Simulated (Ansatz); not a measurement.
# CH₃BrF₂OZr: taking an electron away

How much energy removes an electron from CH₃BrF₂OZr at fixed geometry? The cation is run at each level and the neutral's energy taken from earlier runs.

The runs use Ansatz 0.2.0, Gaussian basis; unrestricted cation, the program's frozen cores in correlated methods.

Plan: UKS PBE-D4/def2-TZVPP; UKS r2SCAN-D4/def2-TZVPP; UKS PBE0-D4/def2-TZVPP; UKS B3LYP-D4/def2-TZVPP; UKS wB97X-V/def2-TZVPP; UKS wB97M-V/def2-TZVPP; UKS B2PLYP/def2-TZVPP; UHF-CCSD(T)/def2-TZVPP; UHF-MP2/def2-QZVPP; extrapolation to the limit; then −ε(HOMO) from the neutral's earlier runs with LDA (SPW92), PBE-D4, revPBE-D4, BLYP-D4, r2SCAN-D4, B97M-V, PBE0-D4, B3LYP-D4, r2SCANh-D4, r2SCAN0-D4, HSE06-D4, BHLYP-D4, CAM-B3LYP-D4, LC-ωPBE, ωB97X-V, ωB97M-V.

## 1. The relaxed structure

An earlier PBE0-D4 in a triple-zeta def2 set relaxation fixed the geometry. Zr takes the def2 core potential; no spin-orbit term is included.

SMILES `C[O][Zr]([F])([F])[Br]`, 9 atoms, charge 0, spin multiplicity 1.

Atoms are counted from 1 here; the program's logs count them from 0.

Bond lengths: C1–O2 1.397 Å, C1–H7 1.093 Å, C1–H8 1.093 Å, C1–H9 1.093 Å, O2–Zr3 1.880 Å, Zr3–F4 1.900 Å, Zr3–F5 1.900 Å, Zr3–Br6 2.518 Å. Angles: O2–C1–H7 109.8°, O2–C1–H8 110.0°, O2–C1–H9 110.0°, H7–C1–H8 109.0°, H7–C1–H9 109.0°, H8–C1–H9 109.0°, C1–O2–Zr3 178.9°, O2–Zr3–F4 108.6°, O2–Zr3–F5 108.6°, O2–Zr3–Br6 108.8°, F4–Zr3–F5 109.4°, F4–Zr3–Br6 110.7°, F5–Zr3–Br6 110.7°.

## 2. Cation, UKS PBE-D4/def2-TZVPP

in.yaml

```yaml
crystal:
  periodic: [false, false, false]
  atoms:
    - {symbol: C, position_ang: [-1.365986, -0.931998, 0.446141]}
    - {symbol: O, position_ang: [-0.243502, -0.212329, 0.030318]}
    - {symbol: Zr, position_ang: [1.262547, 0.778000, -0.502237]}
    - {symbol: F, position_ang: [2.768243, -0.380001, -0.537467]}
    - {symbol: F, position_ang: [0.952514, 1.461730, -2.247436]}
    - {symbol: Br, position_ang: [1.623043, 2.655099, 1.137227]}
    - {symbol: H, position_ang: [-1.770737, -0.491778, 1.361096]}
    - {symbol: H, position_ang: [-1.091516, -1.971517, 0.642951]}
    - {symbol: H, position_ang: [-2.134588, -0.907196, -0.330583]}
basis:
  gaussian: {orbitals: def2-TZVPP}
total_charge: 1
magnetization: {spin_polarized: true, initial_magnetization: 1}
hamiltonian: {xc: pbe, dispersion: d4}
```

Started as:

```bash
> ansatz run in.yaml --threads 2 --pin off --events-out ev --progress --plain --max-ram 20480MiB --backend cpu
```

The runs that follow: Cation, UKS r2SCAN-D4/def2-TZVPP; Cation, UKS PBE0-D4/def2-TZVPP; Cation, UKS B3LYP-D4/def2-TZVPP; Cation, UKS wB97X-V/def2-TZVPP; Cation, UKS wB97M-V/def2-TZVPP; Cation, UKS B2PLYP (frozen core)/def2-TZVPP; Cation, UHF-CCSD(T)/def2-TZVPP; Cation, UHF-MP2/def2-QZVPP.

**Question.** What will the summary of the whole plan be? Wanted: ionisation energy, CCSD(T)/CBS; nearest functional by difference; nearest −ε(HOMO); −ε(HOMO) of PBE; T1 of the cation.

**Answer**, as computed:

```
                        quantity               value
  ionisation energy, CCSD(T)/CBS            11.14 eV
nearest functional by difference  ωB97X-V (-0.15 eV)
                nearest −ε(HOMO)  LC-ωPBE (+0.17 eV)
                 −ε(HOMO) of PBE             7.30 eV
                T1 of the cation               0.025
```

Energy differences with functionals land within 0.96 eV of the reference. The PBE orbital energy is 3.8 eV too small: a semilocal HOMO is no ionisation energy. Among orbital estimates LC-ωPBE comes nearest. Hartree-Fock falls 0.92 eV short, as the neutral has more correlation energy than the cation. Correlated methods include outer-core shells of Br, Zr, which these sets cover unevenly. With outer-core shells in play the reference is unsure by up to some tenths of an eV, so close misses can't be ranked.
